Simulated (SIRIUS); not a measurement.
**MoSe in SIRIUS: the effect of smearing width**

The system is MoSe.

```
Mo Se
1.0
     3.47067    0.00000    0.00000
    -1.73533    3.00569    0.00000
     0.00000    0.00000    4.37280
Mo Se
1 1
Direct
  0.66667 0.33333 0.02544
  0.33333 0.66667 0.11843
```

The cell was built by a generator and needn't be a form met in nature.

Alike in all runs:

```yaml
Program: SIRIUS 7.12.0
Task: single point
Functional: PBE
Potentials_or_basis: all-electron FP-LAPW
Cutoff: 284 eV
Basis: apw+lo standard
k_mesh: 9 × 9 × 6
Spin: no spin polarisation
```

```csv
smearing width,occupations,largest force (eV/Å)
0.01,"fermi-dirac, width 0.01 eV",6.09
0.03,"fermi-dirac, width 0.03 eV",6.13
0.1,"fermi-dirac, width 0.1 eV",6.23
0.2,"fermi-dirac, width 0.2 eV",6.34
0.3,"fermi-dirac, width 0.3 eV",?
```

**Question.** What does the run with smearing width 0.3 give?

**Answer.** Largest force 6.43 eV/Å.

Worked out: A parabola through the other rows of the largest force, of slope 0.36 eV/Å per unit of smearing width there, extrapolates to 6.40 eV/Å, against the run's 6.43. The fit is too stiff a form for this range.

Caveats: forces of over 1 eV/Å show positions far from the minimum, so gaps and moduli don't describe the material at rest.
